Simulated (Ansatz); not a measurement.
# SBr+ (triplet): the correlation ladder, cc-pVDZ

Aim: climb from Hartree-Fock through coupled cluster and multireference methods for SBr+ (triplet) at one geometry and basis, and see what each rung misses.

Program: Ansatz 0.2.0, Gaussian basis. Level of theory: cc-pVDZ, core rule «outside noble gas», up to 19 orbitals frozen. These are calculated values, not measurements.

Plan: UHF; CCSD(T) on ROHF; CCSD(T) on UHF; BCCD(T) on ROHF; CISD as a restricted active space (open shells left free, so some higher excitations enter); CCSDT(Q) on ROHF; CCSDT(Q) on UHF; CASSCF and MRCISD+Q, 12 electrons in 8 orbitals; CASSCF and NEVPT2, 12 electrons in 8 orbitals.

12 further runs of the same task are left out: 3 that didn't finish, 9 set aside as unsound or not needed. Runs told in other sessions of the task aren't counted.

## 1. What is computed

The geometry is a PBE0/def2-TZVP stationary point (not a proven minimum). No spin-orbit coupling is included. The filled d shell of Br may be among the frozen orbitals whatever the setting's name suggests.

2 atoms, charge 1, spin multiplicity 3.

Atoms are counted from 1 here; the program's logs count them from 0.

Bond lengths: S1–Br2 2.025 Å.

In the tables R marks a restricted open-shell determinant and U an unrestricted one; 'valence' is the active space of 12 electrons in 8 orbitals; energies count from the table's Hartree-Fock row.

## 2. UHF

The input, in.yaml:

```yaml
crystal:
  periodic: [false, false, false]
  atoms:
    - {symbol: S, position_ang: [0.000000, 0.000000, 0.000000]}
    - {symbol: Br, position_ang: [0.000000, 0.000000, 2.025300]}
basis:
  gaussian: {orbitals: cc-pVDZ}
total_charge: 1
magnetization: {spin_polarized: true, initial_magnetization: 2}
hamiltonian: {xc: hf}
output: {orbitals: {seedname: orbitals}}
```

Command:

```bash
> ansatz run in.yaml --threads 1 --pin off --events-out ev --progress --plain --max-ram 2393MiB
```

What it wrote:

```text
Functional definition: HF
  name "HF"
  cite "Fock, Z. Phys. 61, 126 (1930) doi:10.1007/BF01340294"
  parent pbe
  exchange = exact_x
  correlation = 0
509 factors; integrals over basis functions are off by at most 1.4e-3 eV
mean field evaluation 1: about -80805.3929 eV, gradient 6.3e0 eV
mean field evaluation 2: about -80805.4794 eV, gradient 6.4e0 eV
mean field evaluation 4: about -80805.9876 eV, gradient 1.6e0 eV
mean field evaluation 8: about -80806.0643 eV, gradient 1.4e-1 eV
mean field -80806.06515213 eV, -2969.5681220226 hartree, gradient 3.7e-5 eV, S^2 2.023627; 0 other end points of the search recorded, 0 dependent functions left out
reference -80806.06515213 eV, -2969.5681220226 hartree; 26, 24 occupied and 19, 21 virtual orbitals, 509 factors
Total energy: -80806.06515213 eV, -2969.5681220226 hartree
```

Run time: 0.66 s. Hardware: 1 thread of Arm Neoverse V1, shared host.

From the report: ⟨S²⟩ of the determinant 2.024 (pure triplet: 2.00).

## 3. CCSD(T) on ROHF

The input, in.yaml:

```yaml
crystal:
  periodic: [false, false, false]
  atoms:
    - {symbol: S, position_ang: [0.000000, 0.000000, 0.000000]}
    - {symbol: Br, position_ang: [0.000000, 0.000000, 2.025300]}
basis:
  gaussian: {orbitals: cc-pVDZ}
total_charge: 1
magnetization: {spin_polarized: false, initial_magnetization: 2}
correlation: {method: ccsd_t, electrons: outside_noble_gas}
output: {forces: true}
```

Same command.

What it wrote, cut to the lines that bear on the results:

```text
Functional definition: HF
  name "HF"
  cite "Fock, Z. Phys. 61, 126 (1930) doi:10.1007/BF01340294"
  parent pbe
[...]
509 factors; integrals over basis functions are off by at most 1.4e-3 eV
[...]
mean field -80805.84135786 eV, -2969.5598977350 hartree, gradient 2.9e-6 eV, S^2 2.000000; 1 other end points of the search recorded, 0 dependent functions left out
[...]
determinant -80805.84135786 eV, -2969.5598977350 hartree, with singles and doubles -80812.55299749 eV, -2969.8065459419 hartree
determinant -80802.98315422 eV, -2969.4548606883 hartree, with singles and doubles -80809.12192860 eV, -2969.6804564860 hartree
19 core orbitals not correlated: weight in the atoms' cores, before any rotation towards them, 1.000 or more for the frozen orbitals, at most 0.000 for the correlated occupied ones
reference -80805.84135786 eV, -2969.5598977350 hartree; 7, 5 occupied and 19, 21 virtual orbitals, 509 factors
second order -5.88540235 eV of doubles, -0.13021938 eV of singles
cycle   1  -6.71134202 eV  change    3.0e-4 eV  update   9.1e-4
[...]
cycle   8  -6.71157657 eV  change   -5.3e-7 eV  update   1.0e-6
perturbative correction -0.23371630 eV, -0.0085889157 hartree
[...]
Total energy: -80812.78665074 eV, -2969.8151325405 hartree
Atom 0 at     0.000000     0.000000     0.000000 Å, force     0.000000     0.000000    -1.407139 eV/Å
Atom 1 at     0.000000     0.000000     2.025300 Å, force    -0.000000     0.000000     1.407139 eV/Å
Dipole moment:    -0.000000    -0.000000    -0.400284 e Å
```

Run time: 3 s. Hardware: 1 thread of Arm Neoverse V1, shared host.

From the report: correlation -6.9453 eV; T1 0.042; largest double amplitude 0.07.

## 4. CCSD(T) on UHF

in.yaml: that of step 3 with these lines changed.

```diff
@@ -8,3 +8,3 @@
 total_charge: 1
-magnetization: {spin_polarized: false, initial_magnetization: 2}
+magnetization: {spin_polarized: true, initial_magnetization: 2}
 correlation: {method: ccsd_t, electrons: outside_noble_gas}
```

Same command.

What it wrote, cut to the lines that bear on the results:

```text
Functional definition: HF
  name "HF"
  cite "Fock, Z. Phys. 61, 126 (1930) doi:10.1007/BF01340294"
  parent pbe
[...]
509 factors; integrals over basis functions are off by at most 1.4e-3 eV
[...]
mean field -80806.06515213 eV, -2969.5681220226 hartree, gradient 2.4e-6 eV, S^2 2.023627; 1 other end points of the search recorded, 0 dependent functions left out
determinant -80806.06515213 eV, -2969.5681220226 hartree, with singles and doubles -80812.56007407 eV, -2969.8068060014 hartree
determinant -80803.21520370 eV, -2969.4633883496 hartree, with singles and doubles -80809.12894793 eV, -2969.6807144416 hartree
19 core orbitals not correlated: weight in the atoms' cores, before any rotation towards them, 1.000 or more for the frozen orbitals, at most 0.000 for the correlated occupied ones
reference -80806.06515213 eV, -2969.5681220226 hartree; 7, 5 occupied and 19, 21 virtual orbitals, 509 factors
second order -5.74513858 eV of doubles, -0.00000000 eV of singles
cycle   1  -6.49465947 eV  change    2.6e-4 eV  update   1.0e-3
[...]
cycle   8  -6.49489835 eV  change    2.6e-7 eV  update   1.0e-6
perturbative correction -0.22630815 eV, -0.0083166713 hartree
[...]
Total energy: -80812.78635864 eV, -2969.8151218059 hartree
Atom 0 at     0.000000     0.000000     0.000000 Å, force     0.000000    -0.000000    -1.403335 eV/Å
Atom 1 at     0.000000     0.000000     2.025300 Å, force     0.000000    -0.000000     1.403335 eV/Å
Dipole moment:    -0.000000     0.000000    -0.399976 e Å
```

Wall time 3.2 s (1 thread of Arm Neoverse V1, shared host).

From the report: ⟨S²⟩ of the determinant 2.024 (pure triplet: 2.00); correlation -6.7212 eV; T1 0.036; largest double amplitude 0.07.

## 5. BCCD(T) on ROHF

The input, in.yaml:

```yaml
crystal:
  periodic: [false, false, false]
  atoms:
    - {symbol: S, position_ang: [0.000000, 0.000000, 0.000000]}
    - {symbol: Br, position_ang: [0.000000, 0.000000, 2.025300]}
basis:
  gaussian: {orbitals: cc-pVDZ}
total_charge: 1
magnetization: {spin_polarized: false, initial_magnetization: 2}
correlation: {method: bccd_t, electrons: outside_noble_gas}
```

The command is unchanged.

What it wrote, cut to the lines that bear on the results:

```text
Functional definition: HF
  name "HF"
  cite "Fock, Z. Phys. 61, 126 (1930) doi:10.1007/BF01340294"
  parent pbe
[...]
509 factors; integrals over basis functions are off by at most 1.4e-3 eV
[...]
mean field -80805.84135786 eV, -2969.5598977350 hartree, gradient 2.9e-6 eV, S^2 2.000000; 1 other end points of the search recorded, 0 dependent functions left out
[...]
determinant -80805.84135786 eV, -2969.5598977350 hartree, with singles and doubles -80812.55299749 eV, -2969.8065459419 hartree
determinant -80802.98315422 eV, -2969.4548606883 hartree, with singles and doubles -80809.12192860 eV, -2969.6804564860 hartree
19 core orbitals not correlated: weight in the atoms' cores, before any rotation towards them, 1.000 or more for the frozen orbitals, at most 0.000 for the correlated occupied ones
reference -80805.84135786 eV, -2969.5598977350 hartree; 7, 5 occupied and 19, 21 virtual orbitals, 509 factors
second order -5.88540235 eV of doubles, -0.13021938 eV of singles
cycle   1  -6.68666231 eV  change    2.5e-2 eV  update   2.9e-2
[...]
cycle   9  -6.68570132 eV  change    4.1e-7 eV  update   5.3e-6
perturbative correction -0.25838176 eV, -0.0094953546 hartree
Total energy: -80812.78544095 eV, -2969.8150880815 hartree
```

It took 2.2 s on 1 thread of Arm Neoverse V1, shared host.

From the report: correlation -6.9441 eV; largest double amplitude 0.07.

## 6. CISD as a restricted active space (open shells left free, so some higher excitations enter)

in.yaml: that of step 5 with these lines changed.

```diff
@@ -9,2 +9,2 @@
 magnetization: {spin_polarized: false, initial_magnetization: 2}
-correlation: {method: bccd_t, electrons: outside_noble_gas}
+correlation: {active_space: {ras: {orbitals: [5, 2, 19], electrons: 12, max_holes: 2, max_particles: 2}, fixed_orbitals: true}}
```

Launched as before.

What it wrote:

```text
Functional definition: HF
  name "HF"
  cite "Fock, Z. Phys. 61, 126 (1930) doi:10.1007/BF01340294"
  parent pbe
  exchange = exact_x
  correlation = 0
509 factors; integrals over basis functions are off by at most 1.4e-3 eV
mean field evaluation 1: about -80805.3427 eV, gradient 6.7e0 eV
mean field evaluation 2: about -80805.4260 eV, gradient 6.9e0 eV
mean field evaluation 4: about -80805.7722 eV, gradient 2.9e0 eV
mean field evaluation 8: about -80805.8412 eV, gradient 1.3e-1 eV
mean field evaluation 16: about -80805.8414 eV, gradient 2.9e-6 eV
mean field -80805.84135786 eV, -2969.5598977350 hartree, gradient 2.9e-6 eV, S^2 2.000000; 0 other end points of the search recorded, 0 dependent functions left out
reference -80805.84135786 eV, -2969.5598977350 hartree; 26, 24 occupied and 19, 21 virtual orbitals, 509 factors
state -80812.02979014 eV, -2969.7873184265 hartree
Total energy: -80812.02979014 eV, -2969.7873184265 hartree
```

It took 2 s on 1 thread of Arm Neoverse V1, shared host.

From the report: 20,320 determinants.

## 7. CCSDT(Q) on ROHF

in.yaml: that of step 6 with these lines changed.

```diff
@@ -9,2 +9,2 @@
 magnetization: {spin_polarized: false, initial_magnetization: 2}
-correlation: {active_space: {ras: {orbitals: [5, 2, 19], electrons: 12, max_holes: 2, max_particles: 2}, fixed_orbitals: true}}
+correlation: {method: ccsdt_q, electrons: outside_noble_gas}
```

The command is unchanged.

What it wrote, cut to the lines that bear on the results:

```text
Functional definition: HF
  name "HF"
  cite "Fock, Z. Phys. 61, 126 (1930) doi:10.1007/BF01340294"
  parent pbe
[...]
847 factors; integrals over basis functions are off by at most 1.8e-7 eV
[...]
mean field -80805.84153210 eV, -2969.5599041382 hartree, gradient 1.5e-6 eV, S^2 2.000000; 1 other end points of the search recorded, 0 dependent functions left out
[...]
determinant -80805.84153210 eV, -2969.5599041382 hartree, with singles and doubles -80812.55316224 eV, -2969.8065519963 hartree
determinant -80802.98329929 eV, -2969.4548660198 hartree, with singles and doubles -80809.12208834 eV, -2969.6804623563 hartree
19 core orbitals not correlated: weight in the atoms' cores, before any rotation towards them, 1.000 or more for the frozen orbitals, at most 0.000 for the correlated occupied ones
reference -80805.84153210 eV, -2969.5599041382 hartree; 7, 5 occupied and 19, 21 virtual orbitals, 847 factors
second order -5.88538893 eV of doubles, -0.13022129 eV of singles
cycle   1  -6.40123642 eV  change   -3.8e-1 eV  update   1.1e-1
[...]
cycle  16  -6.97300723 eV  change   -2.6e-7 eV  update   5.5e-7
perturbative correction -0.01646936 eV, -0.0006052378 hartree
Total energy: -80812.83100869 eV, -2969.8167626651 hartree
```

It took 11 s on 1 thread of Arm Neoverse V1, shared host.

From the report: correlation -6.9895 eV; T1 0.042; largest double amplitude 0.09.

## 8. CCSDT(Q) on UHF

in.yaml: that of step 7 with these lines changed.

```diff
@@ -8,3 +8,3 @@
 total_charge: 1
-magnetization: {spin_polarized: false, initial_magnetization: 2}
+magnetization: {spin_polarized: true, initial_magnetization: 2}
 correlation: {method: ccsdt_q, electrons: outside_noble_gas}
```

Same command.

What it wrote, cut to the lines that bear on the results:

```text
Functional definition: HF
  name "HF"
  cite "Fock, Z. Phys. 61, 126 (1930) doi:10.1007/BF01340294"
  parent pbe
[...]
847 factors; integrals over basis functions are off by at most 1.8e-7 eV
[...]
mean field -80806.06533019 eV, -2969.5681285663 hartree, gradient 2.2e-6 eV, S^2 2.023627; 1 other end points of the search recorded, 0 dependent functions left out
determinant -80806.06533019 eV, -2969.5681285663 hartree, with singles and doubles -80812.56023920 eV, -2969.8068120697 hartree
determinant -80803.21535243 eV, -2969.4633938152 hartree, with singles and doubles -80809.12911561 eV, -2969.6807206038 hartree
19 core orbitals not correlated: weight in the atoms' cores, before any rotation towards them, 1.000 or more for the frozen orbitals, at most 0.000 for the correlated occupied ones
reference -80806.06533019 eV, -2969.5681285663 hartree; 7, 5 occupied and 19, 21 virtual orbitals, 847 factors
second order -5.74512144 eV of doubles, -0.00000000 eV of singles
cycle   1  -6.17929530 eV  change   -4.3e-1 eV  update   1.0e-1
[...]
cycle  16  -6.75045997 eV  change    2.0e-7 eV  update   5.3e-7
perturbative correction -0.02073777 eV, -0.0007620989 hartree
Total energy: -80812.83652793 eV, -2969.8169654934 hartree
```

Run time: 9.5 s. Hardware: 1 thread of Arm Neoverse V1, shared host.

From the report: ⟨S²⟩ of the determinant 2.024 (pure triplet: 2.00); correlation -6.7712 eV; T1 0.036; largest double amplitude 0.09.

## 9. CASSCF and MRCISD+Q, 12 electrons in 8 orbitals

The input, in.yaml:

```yaml
crystal:
  periodic: [false, false, false]
  atoms:
    - {symbol: S, position_ang: [0.000000, 0.000000, 0.000000]}
    - {symbol: Br, position_ang: [0.000000, 0.000000, 2.025300]}
basis:
  gaussian: {orbitals: cc-pVDZ}
total_charge: 1
magnetization: {spin_polarized: false, initial_magnetization: 2}
correlation: {method: fic_mrcisd_q, electrons: outside_noble_gas, active_space: {window: {electrons: 12, orbitals: 8}, shells: [{species: Br, l: s, shell: 4}, {species: Br, l: p, shell: 4}, {species: S, l: s, shell: 3}, {species: S, l: p, shell: 3}]}}
```

Launched as before.

What it wrote, cut to the lines that bear on the results:

```text
Functional definition: HF
  name "HF"
  cite "Fock, Z. Phys. 61, 126 (1930) doi:10.1007/BF01340294"
  parent pbe
[...]
847 factors; integrals over basis functions are off by at most 1.8e-7 eV
[...]
mean field -80805.84153210 eV, -2969.5599041382 hartree, gradient 1.5e-6 eV, S^2 2.000000; 0 other end points of the search recorded, 0 dependent functions left out
reference -80805.84153210 eV, -2969.5599041382 hartree; 26, 24 occupied and 19, 21 virtual orbitals, 847 factors
state -80806.97116121 eV, -2969.6014172421 hartree
contracted CI cycle   1: correlation 0.00000000 eV, 0.0000000000 hartree, residual 1.83e1 eV
contracted CI cycle   2: correlation -5.18218830 eV, -0.1904419075 hartree, residual 3.20e0 eV
contracted CI cycle   3: correlation -5.34833284 eV, -0.1965476066 hartree, residual 5.48e-1 eV
contracted CI cycle   4: correlation -5.35327477 eV, -0.1967292191 hartree, residual 1.13e-1 eV
contracted CI cycle   5: correlation -5.35348074 eV, -0.1967367885 hartree, residual 2.25e-2 eV
contracted CI cycle   6: correlation -5.35348858 eV, -0.1967370767 hartree, residual 4.13e-3 eV
contracted CI cycle   7: correlation -5.35348885 eV, -0.1967370865 hartree, residual 7.67e-4 eV
contracted CI cycle   8: correlation -5.35348886 eV, -0.1967370868 hartree, residual 1.47e-4 eV
state -80806.97116121 eV, -2969.6014172421 hartree; corrected -80812.81259579 eV, -2969.8160860034 hartree
Total energy: -80812.81259579 eV, -2969.8160860034 hartree
Checks for a lower state left out: starts, orbital_swaps
```

It took 2.5 s on 1 thread of Arm Neoverse V1, shared host.

From the report: 192 determinants; active occupations 2.00, 2.00, 1.98, 1.98, 1.96, 1.02, 1.02, 0.05.

## 10. CASSCF and NEVPT2, 12 electrons in 8 orbitals

The input, in.yaml:

```yaml
crystal:
  periodic: [false, false, false]
  atoms:
    - {symbol: S, position_ang: [0.000000, 0.000000, 0.000000]}
    - {symbol: Br, position_ang: [0.000000, 0.000000, 2.025300]}
basis:
  gaussian: {orbitals: cc-pVDZ}
total_charge: 1
magnetization: {spin_polarized: false, initial_magnetization: 2}
correlation: {method: sc_nevpt2, electrons: outside_noble_gas, active_space: {window: {electrons: 12, orbitals: 8}, shells: [{species: Br, l: s, shell: 4}, {species: Br, l: p, shell: 4}, {species: S, l: s, shell: 3}, {species: S, l: p, shell: 3}]}}
```

The command is unchanged.

What it wrote:

```text
Functional definition: HF
  name "HF"
  cite "Fock, Z. Phys. 61, 126 (1930) doi:10.1007/BF01340294"
  parent pbe
  exchange = exact_x
  correlation = 0
847 factors; integrals over basis functions are off by at most 1.8e-7 eV
mean field evaluation 1: about -80805.1615 eV, gradient 6.5e0 eV
mean field evaluation 2: about -80805.4022 eV, gradient 7.4e0 eV
mean field evaluation 4: about -80805.7691 eV, gradient 2.9e0 eV
mean field evaluation 8: about -80805.8355 eV, gradient 8.6e-1 eV
mean field evaluation 16: about -80805.8415 eV, gradient 1.5e-6 eV
mean field -80805.84153210 eV, -2969.5599041382 hartree, gradient 1.5e-6 eV, S^2 2.000000; 0 other end points of the search recorded, 0 dependent functions left out
reference -80805.84153210 eV, -2969.5599041382 hartree; 26, 24 occupied and 19, 21 virtual orbitals, 847 factors
state -80806.97116121 eV, -2969.6014172421 hartree
state -80806.97116121 eV, -2969.6014172421 hartree; corrected -80811.62625723 eV, -2969.7724888656 hartree
Total energy: -80811.62625723 eV, -2969.7724888656 hartree
Checks for a lower state left out: starts, orbital_swaps
```

It took 1.8 s on 1 thread of Arm Neoverse V1, shared host.

From the report: 192 determinants; active occupations 2.00, 2.00, 1.98, 1.98, 1.96, 1.02, 1.02, 0.05.

## 11. Natural occupations

Natural occupations of the CASSCF valence state about the gap (report; correlated orbitals 3 to 8): 1.975, 1.975, 1.956, 1.024, 1.024, 0.051. The count of effectively unpaired electrons, Σ n²(2 − n)², is 2.02; a single determinant of this spin has 2.

## 12. All levels against the top one

The yardstick is UCCSDT(Q), where the cluster series has nearly closed. Rows without a time are mean-field rows or come out of runs for another level: lower rungs of the coupled-cluster runs, CASSCF and MRCISD of the multireference runs, or the Hartree-Fock search. The times of RCCSD(T), UCCSD(T) include forces.

Differences are taken before rounding.

```csv
method,energy from the lowest ROHF (kJ/mol),from UCCSDT(Q) (kJ/mol),time
ROHF,0.0,+674.9,
UHF,-21.6,+653.3,
RMP2,-580.4,+94.5,
UMP2,-575.9,+99.0,
CISD,-597.1,+77.8,2 s
RCCSD,-647.6,+27.4,
UCCSD,-648.3,+26.7,
RCCSD(T),-670.1,+4.8,3 s
UCCSD(T),-670.1,+4.8,3.2 s
BCCD(T),-670.0,+4.9,2.2 s
RCCSDT,-672.8,+2.1,
UCCSDT,-672.9,+2.0,
RCCSDT(Q),-674.4,+0.5,11 s
UCCSDT(Q),-674.9,0,9.5 s
CASSCF valence,-109.0,+565.9,
NEVPT2 valence,-558.2,+116.8,1.8 s
MRCISD valence,-625.5,+49.4,
MRCISD+Q valence,-672.6,+2.3,2.5 s
```

Among the levels timed on like hardware and quicker than the yardstick, those that no quicker one beats, quickest first: NEVPT2 valence (1.8 s, +116.8 kJ/mol); CISD (2 s, +77.8 kJ/mol); BCCD(T) (2.2 s, +4.9 kJ/mol); MRCISD+Q valence (2.5 s, +2.3 kJ/mol).

## 13. What came out

| quantity | value |
| --- | --- |
| UCCSDT(Q) from the ROHF energy | -6.9952 eV |
| RMP2 from UCCSDT(Q) | +94.5 kJ/mol |
| UMP2 from UCCSDT(Q) | +99.0 kJ/mol |
| RCCSD from UCCSDT(Q) | +27.4 kJ/mol |
| RCCSD(T) from UCCSDT(Q) | +4.8 kJ/mol |
| UCCSD(T) from UCCSDT(Q) | +4.8 kJ/mol |
| RCCSDT(Q) from UCCSDT(Q) | +0.5 kJ/mol |
| NEVPT2 valence from UCCSDT(Q) | +116.8 kJ/mol |
| MRCISD+Q valence from UCCSDT(Q) | +2.3 kJ/mol |
| levels within 1 kcal/mol (43 meV) | RCCSDT, UCCSDT, RCCSDT(Q), MRCISD+Q valence |
| T1 diagnostic | 0.042 |
| effectively unpaired electrons | 2.02 |

What this shows: RCCSD(T) misses by +4.8 kJ/mol, 0.7 % of the correlation energy. The occupations are near whole numbers, but T1 = 0.042 shows that the orbitals relax strongly. Of the multireference levels listed MRCISD+Q valence comes nearest in total energy (+2.3 kJ/mol), which doesn't show that its space is the better one. These misses are within one basis, not against nature; the frozen cores of restricted and unrestricted runs differ, which can shift their rows.

With open shells the CI space here admits some higher excitations, so it is larger than plain CISD.

For cost: MRCISD+Q valence gets within 2.3 kJ/mol in 2.5 s, where UCCSDT(Q) took 9.5 s; the quickest level in the cost chart, NEVPT2 valence, takes 1.8 s and misses by 116.8 kJ/mol.
